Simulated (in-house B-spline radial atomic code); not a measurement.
**Se⁺: ionisation energy by several methods**

An exercise on one series of results from a longer session: the logs are not shown, and one member is left open.

Method: scalar-relativistic (X2C), several functionals, spin-polarised; spherical all-electron atom at the radial basis limit. Code: in-house B-spline radial atomic code version 1.

## What is computed

| Quantity | Value |
| --- | --- |
| element | selenium (Z = 34) |
| charge | +1 |
| electrons | 33 |
| configuration | [Ar] 3d10 4s2 4p3 |
| nucleus | Fermi, rms radius 4.140 fm |

The outer shells:

[Ar] 3d10 4s2 4p3
```
[Ar] core
3d [↑↓][↑↓][↑↓][↑↓][↑↓]
4s [↑↓]
4p [↑ ][↑ ][↑ ]
```

Where spins are not typed, each open shell is filled with up spins first.

Set-up of the first run:

Input settings:

```ini
Z = 34
electrons = 33.0
configuration = [Ar] 3d10 4s2 4p3
hamiltonian = x2c
method = b88,lyp
spin_polarised = True
nucleus = fermi
rms_radius = 4.14
mass_number = 80
atomic_mass = 79.916521761
speed_of_light = 137.035999084
```

Among the steps run: BLYP, a GGA; SCAN, a meta-GGA; PBE, a GGA; LDA (VWN5); exchange-only LDA; BP86, a GGA; RPBE, a GGA; Hartree-Fock.

One table of the session follows, with a row left open; its other results are not shown here.

| method | ΔSCF (eV) |
| --- | --- |
| LDA (VWN5) | 21.376 |
| exchange-only LDA | 20.394 |
| BLYP | 21.014 |
| PBE | 21.313 |
| BP86 | ? |
| RPBE | 21.298 |
| SCAN | 21.798 |
| Hartree-Fock | 20.955 |

Estimate the missing values for BP86.

As computed: ΔSCF (eV): 21.372. In the column «ΔSCF (eV)» it lies between PBE (21.313) and LDA (VWN5) (21.376).

To keep in mind: Meta-GGA runs start from a PBE run whose iterations are not counted.
